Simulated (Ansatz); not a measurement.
# Cl₂H₄O₂Si₂: one species, many methods

One table from this session's results is given with a row withheld; the runs are named, their logs left out.

The runs use Ansatz 0.2.0, Gaussian basis; functionals in def2-TZVPP, the program's frozen cores in correlated methods.

Levels to be run: PBE-D4, r2SCAN-D4, PBE0-D4, B3LYP-D4, ωB97X-V, ωB97M-V, B2PLYP; CCSD(T)/def2-TZVPP; MP2/def2-QZVPP; extrapolation to the limit.

## The relaxed structure

An earlier PBE0-D4 in a triple-zeta def2 set relaxation fixed the geometry.

10 atoms, charge 0, spin multiplicity 1.

Atoms are counted from 1 here; the program's logs count them from 0.

Bond lengths: O1–Si2 1.636 Å, O1–H7 0.961 Å, Si2–Cl3 2.063 Å, Si2–Si4 2.343 Å, Si2–H8 1.477 Å, Si4–O5 1.645 Å, Si4–Cl6 2.063 Å, Si4–H9 1.484 Å, O5–H10 0.959 Å. Angles: Si2–O1–H7 116.4°, O1–Si2–Cl3 111.8°, O1–Si2–Si4 108.3°, O1–Si2–H8 107.0°, Cl3–Si2–Si4 106.2°, Cl3–Si2–H8 107.3°, Si4–Si2–H8 116.4°, Si2–Si4–O5 101.6°, Si2–Si4–Cl6 110.6°, Si2–Si4–H9 116.9°, O5–Si4–Cl6 110.8°, O5–Si4–H9 111.5°, Cl6–Si4–H9 105.5°, Si4–O5–H10 119.3°.

Geometry (Å):

```xyz
10
Cl2H4O2Si2
O    -0.43220    1.08332    1.80642
Si   -0.49590   -0.43274    1.19533
Cl   -2.43952   -1.05558    0.89157
Si    0.52113   -0.41644   -0.91532
O     0.21247    1.11828   -1.41915
Cl    2.55172   -0.73718   -0.74624
H    -0.54436    1.80238    1.17934
H     0.09971   -1.33034    2.20537
H     0.04157   -1.41866   -1.89853
H     0.48538    1.38697   -2.29877
```

Set-up of the first run:

File in.yaml:

```yaml
crystal:
  periodic: [false, false, false]
  atoms:
    - {symbol: O, position_ang: [-0.432196, 1.083320, 1.806416]}
    - {symbol: Si, position_ang: [-0.495902, -0.432738, 1.195327]}
    - {symbol: Cl, position_ang: [-2.439522, -1.055583, 0.891569]}
    - {symbol: Si, position_ang: [0.521133, -0.416437, -0.915322]}
    - {symbol: O, position_ang: [0.212466, 1.118280, -1.419154]}
    - {symbol: Cl, position_ang: [2.551722, -0.737185, -0.746242]}
    - {symbol: H, position_ang: [-0.544355, 1.802381, 1.179338]}
    - {symbol: H, position_ang: [0.099713, -1.330343, 2.205372]}
    - {symbol: H, position_ang: [0.041569, -1.418663, -1.898532]}
    - {symbol: H, position_ang: [0.485382, 1.386968, -2.298771]}
basis:
  gaussian: {orbitals: def2-TZVPP}
hamiltonian: {xc: pbe, dispersion: d4}
output: {forces: true, orbitals: {seedname: orbitals}}
```

Started as:

```
$ ansatz run in.yaml --threads 2 --pin off --events-out ev --progress --plain --max-ram 22528MiB --backend cuda --devices 0, --max-vram 18GiB
```

Steps of the session up to this table: PBE-D4 (GGA); r2SCAN-D4 (meta-GGA); PBE0-D4 (hybrid); B3LYP-D4 (hybrid); ωB97X-V (range-separated); ωB97M-V (range-separated); B2PLYP (double hybrid); CCSD(T) in def2-TZVPP; MP2 in def2-QZVPP.

One of the session's tables, all rows but one given; the rest of the session is left out.

It belongs to the step «Atomisation energies». 

```
            method  atomisation energy (kJ/mol)
            PBE-D4                       3570.2
         r2SCAN-D4                            ?
           PBE0-D4                       3505.8
          B3LYP-D4                       3503.2
           ωB97X-V                       3559.6
           ωB97M-V                       3553.2
            B2PLYP                       3475.2
     HF/def2-TZVPP                       2544.0
    MP2/def2-TZVPP                       3534.8
   CCSD/def2-TZVPP                       3371.8
CCSD(T)/def2-TZVPP                       3431.7
           MP2/CBS                       3662.0
       CCSD(T)/CBS                       3558.9
```

Q: Estimate the row for r2SCAN-D4 from the others.

**Answer.** atomisation energy (kJ/mol): 3553.3. In the column «atomisation energy (kJ/mol)» it lies between ωB97M-V (3553.2) and CCSD(T)/CBS (3558.9).

To keep in mind: Free atoms (2 O, 2 Si, 2 Cl, 4 H) were run apart at each level; the atomisation energy is their sum less the molecule, without zero-point or spin-orbit terms.
